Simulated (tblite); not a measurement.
# C7H11BSSi: the cost of one run

Programs: tblite 0.8.0 and PySCF 2.14.0, with density-fitted response routines of our own. Each step states its level of theory. These are calculated values for one molecule in the gas phase, unless marked as measured. Atoms count from 0, in the outputs and in this text.

### Step 1. Starting geometry

21 atoms, charge 0, multiplicity 1; geometry from: force field or distance geometry start.

Bonds of the start (Å): C0–C1 1.32, C1–Si2 1.86, Si2–C3 1.86, C3–B4 1.58, B4–C5 1.57, C5–C6 1.37, C6–C7 1.35, C7–C8 1.35, C8–S9 1.90, S9–C5 1.55, C0–H10 1.11, C0–H11 1.07, C1–H12 1.10, Si2–H13 1.48, Si2–H14 1.44, C3–H15 1.08, C3–H16 1.13, B4–H17 1.20, C6–H18 1.10, C7–H19 1.11, C8–H20 1.09.

### Step 2. Optimising the geometry with GFN2-xTB

What the job is given:

```
{"job": {"kind": "relax", "xc": "GFN2-xTB", "basis": "xTB"}, "charge": 0, "multiplicity": 1}
C     -3.988000    -0.013800    -0.738800
C     -3.621600     0.422900     0.450600
Si    -2.057100    -0.146000     1.290000
C     -0.647400     0.740900     0.451700
B      0.279300    -0.318500    -0.275700
C      1.827800    -0.039700    -0.229800
C      2.714100    -0.315500    -1.239800
C      4.003900    -0.001700    -0.989300
C      4.267000     0.543300     0.220900
S      2.537400     0.589600     1.000200
H     -4.948800     0.408200    -1.109200
H     -3.441400    -0.723700    -1.330100
H     -4.239300     1.141500     1.017300
H     -2.056200     0.318300     2.694600
H     -1.931300    -1.578800     1.203300
H     -1.061700     1.477500    -0.223800
H     -0.016100     1.211300     1.261300
H     -0.048600    -1.463400    -0.151000
H      2.367100    -0.769700    -2.176700
H      4.812800    -0.182100    -1.725400
H      5.239100     0.871100     0.599400
```

Run with:

```bash
$ OMP_NUM_THREADS=1 python probes_run.py task.json out
```

The driver reads the jobs from task.json and runs them one after another.

Q: Estimate the wall time and peak memory of this first job on 1 thread of Arm Neoverse N1, shared host.

About 3.8 s, with a peak of 0.18 GiB.
